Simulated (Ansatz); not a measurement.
Here is an Ansatz 0.2.0 calculation.

File input.yaml:

```yaml
crystal:
  lattice:
    - [8.15421, 0.0, 0.0]
    - [-4.07711, 7.06176, 0.0]
    - [0.0, 0.0, 6.92128]
  atoms:
    - { symbol: Ba, position: [0.0, 0.0, 0.23552] }
    - { symbol: Ba, position: [0.0, 0.0, 0.76448] }
    - { symbol: V, position: [0.5, 0.0, 0.0], spin: 2.0 }
    - { symbol: V, position: [0.0, 0.5, 0.0], spin: 2.0 }
    - { symbol: V, position: [0.5, 0.5, 0.0], spin: 2.0 }
    - { symbol: Tl, position: [0.5, 0.0, 0.5] }
    - { symbol: Tl, position: [0.0, 0.5, 0.5] }
    - { symbol: Tl, position: [0.5, 0.5, 0.5] }
    - { symbol: Tl, position: [0.33333, 0.66667, 0.22489] }
    - { symbol: Tl, position: [0.66667, 0.33333, 0.77511] }
    - { symbol: O, position: [0.3389, 0.34334, 0.81444] }
    - { symbol: O, position: [0.65666, 0.99556, 0.81444] }
    - { symbol: O, position: [0.00444, 0.6611, 0.81444] }
    - { symbol: O, position: [0.34334, 0.3389, 0.18556] }
    - { symbol: O, position: [0.99556, 0.65666, 0.18556] }
    - { symbol: O, position: [0.6611, 0.00444, 0.18556] }
    - { symbol: O, position: [0.6611, 0.65666, 0.18556] }
    - { symbol: O, position: [0.34334, 0.00444, 0.18556] }
    - { symbol: O, position: [0.99556, 0.3389, 0.18556] }
    - { symbol: O, position: [0.65666, 0.6611, 0.81444] }
    - { symbol: O, position: [0.00444, 0.34334, 0.81444] }
    - { symbol: O, position: [0.3389, 0.99556, 0.81444] }
hamiltonian:
  xc: pbe
  pseudopotentials: { kind: paw, frozen_core: stored }
magnetization:
  spin_polarized: true
kpoints:
  mp_grid: { grid: [4, 4, 4] }
scf:
  occupations: { method: fermi_dirac, width: 0.05 }
output:
  forces: true
  stress: true
  eigenvalues: true
  efg: {}
  write_density: true
  write_potential: true
  elf: true
  volumetric_format: npy
```

Potentials or basis: Ansatz PAW.

Command:

```bash
$ ansatz run input.yaml --threads 8 --pin off --max-ram 20480MiB --backend cpu --events-out ev --progress --plain --runs-dir out
```

Q: Predict the band gap on the k mesh.

A: None (metal or under the smearing width).

Q: Predict the largest force.

A: 0.055 eV/Å.

Q: Estimate the absolute moment.

A: 0.00 μB per cell.

Forces on the atoms (eV/Å):
```
Ba   0.000  0.000 -0.004
Ba   0.000  0.000  0.004
V    0.000  0.000  0.000
V    0.000  0.000  0.000
V    0.000  0.000  0.000
Tl   0.000  0.000  0.000
Tl   0.000  0.000  0.000
Tl   0.000  0.000  0.000
Tl   0.000  0.000 -0.010
Tl   0.000  0.000  0.010
O    0.042  0.009  0.034
O   -0.029  0.032  0.034
O   -0.014 -0.041  0.034
O   -0.014  0.041 -0.034
O    0.042 -0.009 -0.034
O   -0.029 -0.032 -0.034
O   -0.042 -0.009 -0.034
O    0.029 -0.032 -0.034
O    0.014  0.041 -0.034
O    0.014 -0.041  0.034
O   -0.042  0.009  0.034
O    0.029  0.032  0.034
```

Caveat: semilocal functionals often make such compounds metallic where correlation or magnetic order opens a gap, which also shifts bond lengths; the starting moments weren't kept. With open d or f shells a metallic result of PBE can be an artefact of self-interaction; +U or a hybrid may open a gap.
